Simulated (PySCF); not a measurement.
# A diatomic session: SI

One table from this session's results is given with a row withheld; the runs are named, their logs left out.

The runs use PySCF 2.14.0; S def2-SVP, I def2-SVP with ECP28, scalar-relativistic core potentials.

The first run:

Settings of the job:

* atoms: S, I
* charge: 0
* basis: S def2-SVP, I def2-SVP with ECP28
* Hamiltonian: scalar-relativistic core potentials
* basis functions: 44
* electrons treated: 41
* masses in u: 31.9721, 126.9045
* levels: PBE0, PBE, r²SCAN, B2PLYP, TPSS, BHandHLYP, HSE06, HF, MP2, SCS-MP2, CCSD, CCSD(T)
* grid: 80 radial by 434 angular points
* occupations: held fixed by the projection of orbital angular momentum
* dissociation limit: S + I, each in its ground configuration
* starting distance in angstrom: 2.295
* values of 2S to try: 1, 3

Launch:

```sh
> OMP_NUM_THREADS=1 python dia.py task.json out
```

Steps of the session up to this table: Input; First curve: PBE0; Excited determinants; PBE (GGA); r²SCAN; B2PLYP (double hybrid); TPSS; BHandHLYP (global hybrid GGA); HSE06 (range-separated hybrid); UHF (mean field); Correlated methods on the Hartree–Fock reference.

One table of the session follows, with a row left open; its other results are not shown here.

Energy (eV) from each level's lowest point:

```
R (Å)    UHF  UHF-MP2  UHF-SCS-MP2  UHF-CCSD  UHF-CCSD(T)
2.017  1.511    1.381        1.447       n/a          n/a
2.111  0.707    0.617        0.665     0.697        0.711
2.204  0.253    0.204        0.233     0.249        0.259
2.275  0.075    0.053        0.067     0.075        0.082
2.345  0.000    0.000        0.000     0.001        0.005
2.415  0.001    0.020        0.007     0.000        0.000
2.509      ?        ?            ?         ?            ?
2.626  0.229    0.505        0.474     0.262        0.247
2.767  0.348    0.910        0.874     0.544        0.521
2.955  0.430    1.226        1.179       n/a          n/a
```

Q: Estimate the row for R (Å) = 2.509 from the others.

Worked estimate for «UHF». A straight line through the neighbours (2.415, 0.001) and (2.626, 0.229) gives 0.001 + (0.229 − 0.001) × (2.509 − 2.415) / (2.626 − 2.415) = 0.103; a parabola fitted to 4 rows on both sides gives 0.105.

As computed: UHF: 0.084; UHF-MP2: 0.145; UHF-SCS-MP2: 0.118; UHF-CCSD: 0.078; UHF-CCSD(T): 0.072. In «UHF» the line misses by +0.019 and the parabola by +0.021.

State 2 has its PBE0 minimum 1.32 eV higher. The other levels ran on the lowest alone.
